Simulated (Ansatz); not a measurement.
# CH₃BClN: how energies converge with the basis set

The task here is to estimate one member of a computed series from the others.

Computed with Ansatz 0.2.0, Gaussian basis. Level: one geometry, several basis sets.

Plan: PBE0-D4/def2-SVP; ωB97M-V/def2-SVP; PBE0-D4/def2-QZVPP; ωB97M-V/def2-QZVPP; the functionals' def2-TZVPP values are taken from earlier runs.

### The relaxed structure

All runs share one geometry, relaxed beforehand with PBE0-D4 in a triple-zeta def2 set.

SMILES `B/N=C\Cl`, 7 atoms, charge 0, spin multiplicity 1.

Atoms are counted from 1 here; the program's logs count them from 0.

Bond lengths: B1–N2 1.362 Å, B1–H5 1.195 Å, B1–H6 1.195 Å, N2–C3 1.226 Å, C3–Cl4 1.745 Å, C3–H7 1.088 Å. Angles: N2–B1–H5 118.6°, N2–B1–H6 118.6°, H5–B1–H6 122.7°, B1–N2–C3 176.1°, N2–C3–Cl4 123.5°, N2–C3–H7 125.0°, Cl4–C3–H7 111.5°.

Set-up of the first run:

File in.yaml:

```yaml
crystal:
  periodic: [false, false, false]
  atoms:
    - {symbol: B, position_ang: [-0.196794, 1.329311, -0.177313]}
    - {symbol: N, position_ang: [-0.115287, -0.014285, 0.028246]}
    - {symbol: C, position_ang: [0.038659, -1.219328, 0.190143]}
    - {symbol: Cl, position_ang: [1.553074, -2.043321, -0.082352]}
    - {symbol: H, position_ang: [-0.512863, 1.724755, -1.260279]}
    - {symbol: H, position_ang: [0.031185, 2.063831, 0.737864]}
    - {symbol: H, position_ang: [-0.736774, -1.908965, 0.517890]}
basis:
  gaussian: {orbitals: def2-SVP}
hamiltonian: {xc: pbe0, dispersion: d4}
output: {orbitals: {seedname: orbitals}}
```

Started as:

```console
$ ansatz run in.yaml --threads 2 --pin off --events-out ev --progress --plain --max-ram 4352MiB
```

Among the steps run: PBE0-D4 in def2-SVP; ωB97M-V in def2-SVP; PBE0-D4 in def2-QZVPP; ωB97M-V in def2-QZVPP.

One table of the session follows, with a row left open; its other results are not shown here.

It belongs to the step «Functionals by basis». 

| functional | basis | HOMO (eV) |
| --- | --- | --- |
| PBE0-D4 | def2-SVP | -8.32 |
| PBE0-D4 | def2-TZVPP | -8.41 |
| PBE0-D4 | def2-QZVPP | -8.43 |
| ωB97M-V | def2-SVP | -10.44 |
| ωB97M-V | def2-TZVPP | -10.58 |
| ωB97M-V | def2-QZVPP | ? |

**Question.** Estimate the row for ωB97M-V, def2-QZVPP.

The run gave: HOMO (eV): -10.61. In the column «HOMO (eV)» it is the lowest.
